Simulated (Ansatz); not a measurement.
# AlGeH4Cl (SMILES [Cl][AlH][GeH3]): PBE0/def2-SVP

Aim: the electronic atomisation energy of AlGeH4Cl at PBE0/def2-SVP, from 5 runs. 

The results are computed with Ansatz 0.2.0.

66 further runs of the same task are left out: 66 set aside as unsound or not needed. Runs told in other sessions of the task aren't counted.

## (1) The system as given

The species is AlGeH4Cl (7 atoms), meant as a singlet with charge 0. As SMILES, `[Cl][AlH][GeH3]`. Geometry: relaxed at PBE0-D4/def2-TZVP.

Bond lengths: Cl1–Al2 2.102 Å, Al2–Ge3 2.467 Å, Al2–H4 1.580 Å, Ge3–H5 1.540 Å, Ge3–H6 1.540 Å, Ge3–H7 1.540 Å. Angles: Cl1–Al2–Ge3 116.8°, Cl1–Al2–H4 116.5°, Ge3–Al2–H4 126.7°, Al2–Ge3–H5 111.0°, Al2–Ge3–H6 111.0°, Al2–Ge3–H7 112.3°, H5–Ge3–H6 107.2°, H5–Ge3–H7 107.6°, H6–Ge3–H7 107.6°.

## (2) A single-point energy at PBE0/def2-SVP

Input file input.yaml:

```yaml
crystal:
  periodic: [false, false, false]
  atoms:
    - {symbol: Cl, position_ang: [-2.499300, -1.527200, -0.126900]}
    - {symbol: Al, position_ang: [-0.425400, -1.314700, 0.144500]}
    - {symbol: Ge, position_ang: [0.501100, 0.959800, -0.093300]}
    - {symbol: H, position_ang: [0.379500, -2.632000, 0.480000]}
    - {symbol: H, position_ang: [0.225700, 1.522500, -1.499900]}
    - {symbol: H, position_ang: [-0.144000, 1.926400, 0.916800]}
    - {symbol: H, position_ang: [2.023700, 0.997300, 0.133100]}
basis:
  gaussian: {orbitals: def2-SVP}
accuracy: high
output: {orbitals: {seedname: orbitals}}
hamiltonian: {xc: {name: PBE0}}
```

Run with:

```
ansatz run input.yaml --threads 1 --pin off --max-ram 2610MiB --events-out events.jsonl --progress --plain --runs-dir runs
```

Output:

```text
Warning: RAYON_NUM_THREADS=1 ignored (pool sized by the plan → 1); use --threads N
Functional definition: PBE0
  name "PBE0"
  parameter a = 0.25
  parameter kappa = 0.804
  parameter beta = 0.06672455060314922
  exchange = (1 - a)*pbe_x(kappa = kappa, mu = beta*pi^2/3) + a*exact_x
  correlation = pbe_c(beta = beta)
1768 factors; integrals over basis functions are off by at most 6.3e-9 eV
mean field evaluation 1: about -75676.3319 eV, gradient 1.7e1 eV
mean field evaluation 2: about -75676.5759 eV, gradient 1.4e1 eV
mean field evaluation 4: about -75676.9939 eV, gradient 2.8e-1 eV
mean field evaluation 8: about -75677.0693 eV, gradient 8.5e-2 eV
mean field evaluation 16: about -75677.0693 eV, gradient 3.9e-6 eV
mean field -75677.06928358 eV, -2781.0810004118 hartree, gradient 3.0e-8 eV, S^2 0.000000; 0 other end points of the search recorded, 0 dependent functions left out
reference -75677.06928633 eV, -2781.0810005128 hartree; 33, 33 occupied and 55, 55 virtual orbitals, 1768 factors
Total energy: -75677.06928633 eV, -2781.0810005128 hartree
```

Wall time 9 s (1 thread of Arm Neoverse V1, shared host); peak memory 0.31 GiB.

## (3) The Al atom at the same level

Input file job.yaml:

```yaml
crystal:
  periodic: [false, false, false]
  atoms:
    - {symbol: Al, position_ang: [0.000000, 0.000000, 0.000000]}
basis:
  gaussian:
    orbitals: def2-SVP
magnetization:
  spin_polarized: true
  initial_magnetization: 1
hamiltonian:
  xc: pbe0
accuracy: high
```

Run with:

```
ansatz run job.yaml --threads 1 --pin off --max-ram 2610MiB --events-out events.jsonl --progress --plain --runs-dir runs
```

Output:

```text
Warning: RAYON_NUM_THREADS=1 ignored (pool sized by the plan → 1); use --threads N
[... 7 set-up lines as earlier in the session ...]
142 factors; integrals over basis functions are off by at most 1.6e-9 eV
mean field evaluation 1: about -6589.5943 eV, gradient 1.5e0 eV
mean field evaluation 2: about -6589.6279 eV, gradient 3.4e-1 eV
mean field evaluation 4: about -6589.6299 eV, gradient 3.0e-2 eV
mean field evaluation 8: about -6589.6299 eV, gradient 4.8e-5 eV
mean field -6589.62993540 eV, -242.1644335144 hartree, gradient 5.7e-8 eV, S^2 0.753409; 0 other end points of the search recorded, 0 dependent functions left out
reference -6589.62993680 eV, -242.1644335659 hartree; 7, 6 occupied and 11, 12 virtual orbitals, 142 factors
Total energy: -6589.62993680 eV, -242.1644335659 hartree
```

Run time: 0.67 s. Hardware: 1 thread of Arm Neoverse V1, shared host.

## (4) The Cl atom at the same level

Input file in.yaml:

```yaml
crystal:
  periodic: [false, false, false]
  atoms:
    - {symbol: Cl, position_ang: [0.000000, 0.000000, 0.000000]}
basis:
  gaussian:
    orbitals: def2-SVP
magnetization:
  spin_polarized: true
  initial_magnetization: 1
hamiltonian:
  xc: {name: PBE0}
accuracy: high
```

Run with:

```
ansatz run in.yaml --threads 1 --pin off --max-ram 2610MiB --events-out events.jsonl --progress --plain --runs-dir runs
```

Output:

```text
Warning: RAYON_NUM_THREADS=1 ignored (pool sized by the plan → 1); use --threads N
[... 7 set-up lines as earlier in the session ...]
134 factors; integrals over basis functions are off by at most 2.6e-9 eV
mean field evaluation 1: about -12512.7854 eV, gradient 3.0e0 eV
mean field evaluation 2: about -12512.8398 eV, gradient 6.6e-1 eV
mean field evaluation 4: about -12512.8412 eV, gradient 6.9e-1 eV
mean field evaluation 8: about -12512.8438 eV, gradient 1.3e-3 eV
mean field evaluation 16: about -12512.8438 eV, gradient 1.0e-8 eV
mean field -12512.84379692 eV, -459.8385280267 hartree, gradient 1.0e-8 eV, S^2 0.752250; 0 other end points of the search recorded, 0 dependent functions left out
reference -12512.84379763 eV, -459.8385280527 hartree; 9, 8 occupied and 9, 10 virtual orbitals, 134 factors
Total energy: -12512.84379763 eV, -459.8385280527 hartree
```

It took 0.85 s on 1 thread of Arm Neoverse V1, shared host.

## (5) The Ge atom, same level

Input file job.yaml:

```yaml
crystal:
  periodic: [false, false, false]
  atoms:
    - {symbol: Ge, position_ang: [0.000000, 0.000000, 0.000000]}
basis:
  gaussian:
    orbitals: def2-SVP
magnetization:
  spin_polarized: true
  initial_magnetization: 2
hamiltonian:
  xc: {name: PBE0}
accuracy: high
```

Run with:

```
ansatz run job.yaml --threads 1 --pin off --max-ram 2610MiB --events-out events.jsonl --progress --plain --runs-dir runs
```

Output:

```text
Warning: RAYON_NUM_THREADS=1 ignored (pool sized by the plan → 1); use --threads N
[... 7 set-up lines as earlier in the session ...]
315 factors; integrals over basis functions are off by at most 3.9e-9 eV
mean field evaluation 1: about -56501.5212 eV, gradient 4.6e0 eV
mean field evaluation 2: about -56501.5653 eV, gradient 3.7e0 eV
mean field evaluation 4: about -56501.5870 eV, gradient 6.4e-2 eV
mean field evaluation 8: about -56501.5883 eV, gradient 4.9e-4 eV
mean field evaluation 16: about -56501.5883 eV, gradient 1.1e-8 eV
mean field -56501.58829213 eV, -2076.3950715837 hartree, gradient 1.1e-8 eV, S^2 2.002986; 0 other end points of the search recorded, 0 dependent functions left out
reference -56501.58829356 eV, -2076.3950716362 hartree; 17, 15 occupied and 15, 17 virtual orbitals, 315 factors
Total energy: -56501.58829356 eV, -2076.3950716362 hartree
```

It took 1.4 s on 1 thread of Arm Neoverse V1, shared host; peak memory 0.097 GiB.

## (6) The H atom, same level

Input file molecule.yaml:

```yaml
basis:
  gaussian:
    orbitals: def2-SVP
crystal:
  periodic: [false, false, false]
  atoms:
    - symbol: H
      position_ang: [0.000000, 0.000000, 0.000000]
magnetization:
  spin_polarized: true
  initial_magnetization: 1
hamiltonian:
  xc: {name: PBE0}
accuracy: high
```

Run the same way, it converges to -0.50029 Eh (log not shown).

## (7) Summary of results

Level: PBE0/def2-SVP.

```
                     quantity           value
       molecule: total energy  -2781.08100 Eh
        molecule: HOMO energy        -7.75 eV
        molecule: LUMO energy        -1.92 eV
      molecule: HOMO–LUMO gap         5.84 eV
        Al atom: total energy   -242.16443 Eh
                Al atom: ⟨S²⟩           0.753
        Cl atom: total energy   -459.83853 Eh
                Cl atom: ⟨S²⟩           0.752
        Ge atom: total energy  -2076.39507 Eh
                Ge atom: ⟨S²⟩           2.003
         H atom: total energy     -0.50029 Eh
                 H atom: ⟨S²⟩           0.750
electronic atomisation energy       18.553 eV
```

What this shows: Taking the molecule apart into free atoms costs 18.55 eV (428 kcal/mol), before zero-point energy and without spin-orbit coupling.
